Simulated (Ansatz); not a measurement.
**Y: properties at the relaxed cell**

One table from this session's results is given with a row withheld; the runs are named, their logs left out.

Program: Ansatz 0.2.0. Level of theory: DFT PBE and PBEsol (the runs whose input is shown use PBEsol), scalar-relativistic, plane waves, PAW. These are calculated values, not measurements.

1 further run of the same task is left out (set aside as unsound or not needed).

## The system as given

It takes space group P6_3/mmc (No. 194, hexagonal). The conventional cell has a = 3.657 Å, b = 3.657 Å, c = 5.674 Å, α = 90.00°, β = 90.00°, γ = 120.00°. Y (site symmetry -6m2) has 12 Y at 3.54 to 3.66 Å as nearest neighbours.

As a file:

```cif
data_structure
_symmetry_space_group_name_H-M 'P 1'
_symmetry_Int_Tables_number 1
_cell_length_a 3.6571
_cell_length_b 3.6571
_cell_length_c 5.6741
_cell_angle_alpha 90.000
_cell_angle_beta 90.000
_cell_angle_gamma 120.000
_cell_volume 65.72
loop_
_atom_site_label
_atom_site_type_symbol
_atom_site_fract_x
_atom_site_fract_y
_atom_site_fract_z
_atom_site_occupancy
Y1 Y 0.33333 0.66667 0.25000 1
Y2 Y 0.66667 0.33333 0.75000 1
```

This cell was relaxed beforehand with the same method: volume 32.86 Å³/atom, gap on the mesh none (metal).

Set-up of the first run:

input.yaml

```yaml
crystal:
  lattice:
    - [3.6571046552, 0.0, 0.0]
    - [-1.8285523276, 3.1671455357, 0.0]
    - [0.0, 0.0, 5.6740659744]
  atoms:
    - { symbol: "Y", position: [0.3333333333, 0.6666666667, 0.25] }
    - { symbol: "Y", position: [0.6666666667, 0.3333333333, 0.75] }
basis:
  ecutwfc: 420
kpoints:
  mp_grid: { grid: [15, 15, 8] }
hamiltonian:
  xc: pbesol
scf:
  occupations: { method: gaussian, width: 0.1 }
output:
  forces: true
  stress: true
  eigenvalues: true
relax:
  adjacent_minimum: "off"
  f_tol: 0.005
  max_steps: 50
  cell: { stress_tol: 0.05 }
```

On the command line:

```console
$ ansatz run input.yaml --threads 1 --pin off --max-ram 2560MiB --backend cpu --events-out ev --progress --plain --runs-dir out
```

Among the steps run: The cell under PBEsol; Relaxing with PBE+D3(BJ); The cell under LDA; The cell under r2SCAN.

One table of the session follows, with a row left open; its other results are not shown here.

It belongs to the step «Relaxed cells side by side». 

| functional | a (Å) | b (Å) | c (Å) | volume (Å³/atom) |
| --- | --- | --- | --- | --- |
| PBE | 3.657 | 3.657 | 5.674 | 32.86 |
| PBEsol | 3.599 | 3.599 | 5.581 | 31.31 |
| PBE+D3(BJ) | ? | ? | ? | ? |
| LDA | 3.545 | 3.545 | 5.502 | 29.93 |
| r2SCAN | 3.683 | 3.683 | 5.695 | 33.45 |

Q: Estimate the row for PBE+D3(BJ) from the others.

**Answer.** a (Å): 3.606; b (Å): 3.606; c (Å): 5.595; volume (Å³/atom): 31.50. In the column «a (Å)» it lies between PBEsol (3.599) and PBE (3.657).
